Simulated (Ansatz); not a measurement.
Predict the output of the script below (the Python package of Ansatz (0.2.0)).

`methods.py`
```python
"""One geometry of B2GeH6Se, method by method."""

import ansatz

params = {
    "basis_set": "def2-SVP",
}


def main() -> None:
    geometry_ang = [
        ("B", (-0.9658, 1.4365, -0.313)),
        ("B", (-0.9848, 0.061, 0.5298)),
        ("Ge", (0.6897, -1.0108, 0.623)),
        ("Se", (1.456, -1.6393, -1.5364)),
        ("H", (-0.0396, 1.8573, -0.8922)),
        ("H", (-2.0123, 2.1259, -0.3872)),
        ("H", (-1.9274, -0.3149, 1.0846)),
        ("H", (1.8746, -0.1318, 1.2756)),
        ("H", (0.4838, -2.2612, 1.5398)),
        ("H", (1.509, -0.1739, -1.921)),
    ]
    mol = ansatz.Crystal.molecule()
    for symbol, xyz in geometry_ang:
        mol = mol.atom(symbol, xyz)

    job = mol.calculation().basis(gaussian=params["basis_set"])

    methods = ["mp2", "ccsd", "ccsd_t"]
    batch = ansatz.Session.batch([job.correlation(m).input() for m in methods])
    reports = sorted(batch.plan().execute().molecular_reports, key=lambda each: each["member"])
    print(f"Hartree-Fock reference {reports[0]['reference_energy_ev'] / 27.211386246:.6f} Ha")
    best = reports[-1]["free_energy_ev"] - reports[-1]["reference_energy_ev"]
    for method, each in zip(methods, reports):
        gained = each["free_energy_ev"] - each["reference_energy_ev"]
        print(f"{method:8s} total {each['free_energy_ev'] / 27.211386246:.6f} Ha  correlation {gained:9.4f} eV  ({100 * gained / best:.1f} % of the last)")


if __name__ == "__main__":
    main()
```

```console
$ python methods.py
Hartree-Fock reference -4527.403592 Ha
mp2      total -4528.030294 Ha  correlation  -17.0534 eV  (90.7 % of the last)
ccsd     total -4528.075750 Ha  correlation  -18.2903 eV  (97.3 % of the last)
ccsd_t   total -4528.094329 Ha  correlation  -18.7959 eV  (100.0 % of the last)
```

Notes:
- Total energies depend on the basis set; only differences at equal settings carry meaning.
- The geometry is a force-field or estimated start, not a minimum of this method, and the basis set is short of its limit. A lower total doesn't mark the better method: functionals have no common bound, and MP2 and coupled cluster aren't variational.
- Inner cores stay frozen; a filled d shell under the valence of the heavier atoms is correlated with it.
